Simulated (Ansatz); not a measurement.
# TiPdRh3: the cost of one run

Computed with Ansatz 0.2.0 (DFT PBE, scalar-relativistic, plane waves, PAW, unless a step's input says otherwise).

## (1) The starting structure

The structure is cubic, space group Pm-3m (No. 221). Conventional cell: a = 4.034 Å, b = 4.034 Å, c = 4.034 Å, α = 90.00°, β = 90.00°, γ = 90.00°. Ti (site symmetry m-3m) is surrounded by 12 Rh at 2.85 Å. Pd (site symmetry m-3m) is surrounded by 6 Rh at 2.02 Å. Rh (site symmetry 4/mmm) has 2 Pd at 2.02 Å as nearest neighbours.

Structure file:

```cif
data_structure
_symmetry_space_group_name_H-M 'P 1'
_symmetry_Int_Tables_number 1
_cell_length_a 4.0336
_cell_length_b 4.0336
_cell_length_c 4.0336
_cell_angle_alpha 90.000
_cell_angle_beta 90.000
_cell_angle_gamma 90.000
_cell_volume 65.63
loop_
_atom_site_label
_atom_site_type_symbol
_atom_site_fract_x
_atom_site_fract_y
_atom_site_fract_z
_atom_site_occupancy
Ti1 Ti 0.00000 0.00000 0.00000 1
Pd1 Pd 0.50000 0.50000 0.50000 1
Rh1 Rh 0.00000 0.50000 0.50000 1
Rh2 Rh 0.50000 0.00000 0.50000 1
Rh3 Rh 0.50000 0.50000 0.00000 1
```

Recipe of the guess: species swapped into a database cell of ScRh3C (Pm-3m, No. 221), with Ti on the Sc sites and Pd on the C sites. Lengths come from tabulated atomic sizes and are only a guess.

## (2) A first look at the guess

The input, input.yaml:

```yaml
crystal:
  lattice:
    - [4.03361207, 0.0, 0.0]
    - [0.0, 4.03361207, 0.0]
    - [0.0, 0.0, 4.03361207]
  atoms:
    - { symbol: Ti, position: [0.0, 0.0, 0.0] }
    - { symbol: Pd, position: [0.5, 0.5, 0.5] }
    - { symbol: Rh, position: [0.0, 0.5, 0.5] }
    - { symbol: Rh, position: [0.5, 0.0, 0.5] }
    - { symbol: Rh, position: [0.5, 0.5, 0.0] }
basis:
  ecutwfc: 420
kpoints:
  mp_grid: { grid: [4, 4, 4] }
hamiltonian:
  xc: pbe
scf:
  occupations: { method: gaussian, width: 0.1 }
  lower_state_search: "off"
output:
  forces: true
  stress: true
  eigenvalues: true
```

Command:

```sh
ansatz run input.yaml --threads 1 --pin off --max-ram 2048MiB --backend cpu --events-out ev --progress --plain --runs-dir out
```

What time and memory should one allow on 1 thread of Arm Neoverse V1, shared host?

About 2.1 s, with a peak of 0.34 GiB.
